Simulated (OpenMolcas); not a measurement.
**Pd⁴⁺ among point charges: CASSCF and CASPT2 levels and susceptibility**

Aim: the splitting of the states of Pd⁴⁺ in the field of 4 point charges, its lowest levels with spin-orbit coupling and its magnetic susceptibility.

Method: state-averaged CASSCF and CASPT2, spin-orbit coupling by RASSI with atomic mean-field integrals. Code: OpenMolcas 26.06.

## 1. What is computed

```
Species                           : Pd⁴⁺ (palladium, Z = 46, 42 electrons)
Basis                             : ANO-RCC-VDZP [6s5p3d1f], 43 functions
Scalar Hamiltonian                : DKH2, point nucleus
Inactive shells                   : 1s 2s 2p 3s 3p 3d 4s 4p
Active space                      : 6 electrons in 5 orbitals (4d)
Some configurations of this space : 4d6
Orbitals                          : optimised for each spin and parity, averaged over all roots
```

Outer shells as boxes (Hund's rule):

4d6
```
4d [↑↓][↑ ][↑ ][↑ ][↑ ]
```

The ion sits among 4 point charges of -2 e arranged as a tetrahedron (Td), 1.71 Å from the ion.

Each step is its own input file, run in one work folder so that later steps find the files of earlier ones. Labels, J, g values, rates, χT and fits are worked out afterwards by a script from the matrices that RASSI stores.

## 2. One- and two-electron integrals

Contents of a.inp:

```
&GATEWAY
Coord
1

Pd 0.0 0.0 0.0
Basis=ANO-RCC-VDZP
Group=NoSym
NoMove
AngMom=0.0 0.0 0.0
AMFI
XField
4 Angstrom 0
0.987269 0.987269 0.987269 -2.000000
0.987269 -0.987269 -0.987269 -2.000000
-0.987269 0.987269 -0.987269 -2.000000
-0.987269 -0.987269 0.987269 -2.000000
&SEWARD
```

Run with:

```console
> OMP_NUM_THREADS=1 MOLCAS_MEM=1689 MOLCAS_PROJECT=a pymolcas a.inp > a.log
```

## 3. CASSCF: quintets, 5 roots

Contents of a.inp:

```
&RASSCF
FileOrb=start.orb
Symmetry=1
Spin=5
nActEl=6 0 0
Inactive=18
Ras2=5
CIRoot=5 5 1
SDav=5
CIMx=300
Iter=120 100
PrWF=0.3
OrbListing=Nothing
MaxOrb=0
>>> COPY $Project.JobIph JOB001
```

start.orb holds the contracted functions of the basis, ordered by shell, or the orbitals of the step before.

## 4. CASSCF: triplets, 45 roots

Contents of a.inp:

```
&RASSCF
FileOrb=start.orb
Symmetry=1
Spin=3
nActEl=6 0 0
Inactive=18
Ras2=5
CIRoot=45 45 1
SDav=45
CIMx=300
Iter=120 100
PrWF=0.3
OrbListing=Nothing
MaxOrb=0
>>> COPY $Project.JobIph JOB002
```

## 5. CASSCF: singlets, 50 roots

Contents of a.inp:

```
&RASSCF
FileOrb=start.orb
Symmetry=1
Spin=1
nActEl=6 0 0
Inactive=18
Ras2=5
CIRoot=50 50 1
SDav=50
CIMx=300
Iter=120 100
PrWF=0.3
OrbListing=Nothing
MaxOrb=0
>>> COPY $Project.JobIph JOB003
```

## 6. RASSI: spin-orbit coupling between the states

Contents of a.inp:

```
&RASSI
NrOfJobIphs=3 5 45 50
1 2 3 4 5
1 2 3 4 5 6 7 8 9 10 11 12 13 14 15 16 17 18 19 20 21 22 23 24 25 26 27
28 29 30 31 32 33 34 35 36 37 38 39 40 41 42 43 44 45
1 2 3 4 5 6 7 8 9 10 11 12 13 14 15 16 17 18 19 20 21 22 23 24 25 26 27
28 29 30 31 32 33 34 35 36 37 38 39 40 41 42 43 44 45 46 47 48 49 50
IphNames
JOB001
JOB002
JOB003
EJob
SpinOrbit
DIPRint=1.0
SOCoupling=1000.0
Subsets=2
Property=9
'ANGMOM' 1 'ANGMOM' 2 'ANGMOM' 3 'MLTPL  1' 1 'MLTPL  1' 2 'MLTPL  1' 3
'AMFI' 1 'AMFI' 2 'AMFI' 3
SOProperty=3
'ANGMOM' 1 'ANGMOM' 2 'ANGMOM' 3
```

## 7. CASPT2: IPEA 0.25, imaginary shift 0.1 (closed shells correlated: 4s 4p)

Contents of a.inp:

```
>>> COPY JOB001 $Project.JobIph
&CASPT2
Multistate=5 1 2 3 4 5
NoMult
Frozen=14
IPEA=0.25
Imaginary=0.1
MaxIter=60
WThr=0.0 0.3 0.05
PrWF=0.5
NoMix
>>> COPY JOB002 $Project.JobIph
&CASPT2
Multistate=45 1 2 3 4 5 6 7 8 9 10 11 12 13 14 15 16 17 18 19 20 21 22
23 24 25 26 27 28 29 30 31 32 33 34 35 36 37 38 39 40 41 42 43 44 45
NoMult
Frozen=14
IPEA=0.25
Imaginary=0.1
MaxIter=60
WThr=0.0 0.3 0.05
PrWF=0.5
NoMix
>>> COPY JOB003 $Project.JobIph
&CASPT2
Multistate=50 1 2 3 4 5 6 7 8 9 10 11 12 13 14 15 16 17 18 19 20 21 22
23 24 25 26 27 28 29 30 31 32 33 34 35 36 37 38 39 40 41 42 43 44 45 46
47 48 49 50
NoMult
Frozen=14
IPEA=0.25
Imaginary=0.1
MaxIter=60
WThr=0.0 0.3 0.05
PrWF=0.5
NoMix
```

(Steps that only read results are left out.)

**Question.** What will these runs give? Wanted: spin-free ground state; first state of the same spin within the active space; lowest level; next level.

The runs gave:

```
                                            quantity                                                                        value
                                              method  SS-CASPT2, IPEA 0.25, imaginary shift 0.1 (closed shells correlated: 4s 4p)
                              spin-free ground state                                               5E, 2-fold in its orbital part
first state of the same spin within the active space                                                             5T2 at 4700 cm⁻¹
                                        lowest level                                                                    1-fold A1
                                          next level                                                                   156.9 cm⁻¹
                                         χT at 300 K                                                               4.19 cm³ K/mol
                           effective moment at 300 K                                                                      5.79 μB
```

Cost by method:

```tsv
method	time of its own steps	time with the reference
A. CASSCF	21 s	21 s
B. SS-CASPT2, IPEA 0.25, imaginary shift 0.1, +4s 4p	8 s	29 s
```

Times are of one thread on a shared host.

In words: The spin-free ground state (5E) comes to 100 % from free-ion D terms and keeps the highest spin of the shell. χT at 300 K is 4.19, against 3.01 cm³ K/mol for the spin alone, so orbital moment adds to it. An active space of the d shell alone favours high spin; real ions in strong fields can be low spin. CASPT2 does not keep the components of a term degenerate, and the means are used. An orbital doublet at a regular site is open to a Jahn-Teller distortion, which this geometry leaves out. The field of point charges can differ much from that of real complexes. Point charges carry no covalency, so the field is a model and not that of real ligands.
